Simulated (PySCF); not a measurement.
# BrF3Si (Bromotrifluorosilane): the cost of one run

Programs: PySCF 2.14.0, with routines of our own; each step states its level. All values are computed. Atoms count from 0.

## 1. The system as given

5 atoms, charge 0, multiplicity 1; geometry from: GFN2-xTB.

## 2. Optimising the geometry at PBE0-D3(BJ)/def2-SVP

What the job is given:

```
{"job": {"xc": "PBE0", "basis": "def2-SVP", "d3": "d3bj", "grid": 1, "maxiter": 30, "shake": 0.01, "kind": "geom"}, "charge": 0, "multiplicity": 1}
F     -0.737390    -1.169560    -0.826200
Si    -0.081150     0.006540    -0.012200
F     -0.424880     1.356450    -0.758880
F     -0.753170     0.071130     1.387860
Br     2.030160    -0.298530     0.171530
```

Started as:

```bash
OMP_NUM_THREADS=1 python heavy_run.py task.json out
```

This one command runs all jobs of the session in turn.

**Question.** How long does this run take on 1 thread of Arm Neoverse N1, shared host?

About 59 s.
